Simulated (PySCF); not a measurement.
**NdH₂⁺: quartet, from a side-on start**

Where does quartet NdH₂⁺ go from a side-on start, is the end point a minimum, and what are its modes, charges and moments?

Program: PySCF 2.14.0. Level of theory: PBE0, basis Nd def2-TZVP with ECP28, H def2-TZVP, scalar-relativistic core potentials, no spin–orbit coupling, density fitting. These are calculated values, not measurements.

**1. Starting geometry**

3 atoms, charge 1, spin multiplicity 4.

Bond lengths: Nd1–H2 2.101 Å, Nd1–H3 2.101 Å, H2–H3 0.840 Å. Angles: H2–Nd1–H3 23.1°, Nd1–H2–H3 78.5°, Nd1–H3–H2 78.5°.

```xyz
3
charge 1 multiplicity 4
Nd    0.0000    0.0000   -0.0288
H     0.4200    0.0000    2.0300
H    -0.4200    0.0000    2.0300
```

**2. Side-on start, quartet: relaxation**

One driver script runs all steps and calls PySCF; scf.py shows how it sets up the SCF of each step. The optimiser is the driver's own. Before each start the driver seeks the lowest SCF state from one or more starting densities and follows internal instabilities, so scf.py alone need not reach the same state.

The program finds C2v symmetry in the start, which this walk keeps. The walk stops when the largest gradient is under 0.0003 Eh/bohr and the energy has settled too.

scf.py

```python
from pyscf import gto, scf, dft
mol = gto.M(atom='''
Nd     0.000000     0.000000    -0.028833
H      0.420000    -0.000000     2.029963
H     -0.420000     0.000000     2.029963''',
    basis={'Nd': 'def2-TZVP', 'H': 'def2-TZVP'},
    ecp={'Nd': 'def2-TZVP'},
    charge=1, spin=3)
mf = dft.UKS(mol, xc='PBE0')
mf.grids.atom_grid = (50, 194)
aux = {'Nd': 'def2-universal-JKFIT', 'H': 'def2-universal-JKFIT'}
mf = mf.density_fit(auxbasis=aux)
mf.kernel()
```

The runs that follow: Is it a minimum? Harmonic modes.

Before running it: what results should come out? Wanted: minimum; geometry; wavenumbers; dipole moment; highest occupied, lowest empty level; polar-tensor charge of Nd1; zero-point energy; ⟨S²⟩.

The runs gave:

| quantity | value |
| --- | --- |
| minimum | broken-symmetry (Ms = 3/2), C2v |
| geometry | H–H 0.832 Å, Nd–H 2.274 Å (×2); H–H–Nd 79.5° (×2), H–Nd–H 21.1° |
| wavenumbers (cm⁻¹) | 755, 1160, 2975 |
| dipole moment (centre of mass) | 2.31 D |
| highest occupied, lowest empty level (either spin) | -7.92, -6.35 eV |
| polar-tensor charge of Nd1 | +1.08 e |
| zero-point energy | 29.2 kJ/mol |
| entropy at 298.15 K | 241.2 J/(mol K) |
| ⟨S²⟩ | 4.754 |

In words: The side-on start keeps its C2v symmetry and ends in a minimum. The determinant is spin-contaminated (⟨S²⟩ = 4.75 against 3.75), so it is no pure spin state. In the infrared the band at 2975 cm⁻¹ leads. Only this shape and spin were tried, so other structures or states may lie lower. The SCF density has lower symmetry than the nuclear frame. One determinant may miss the lowest occupation of an open d or f shell. Spin–orbit coupling, left out here, can matter for elements this heavy.
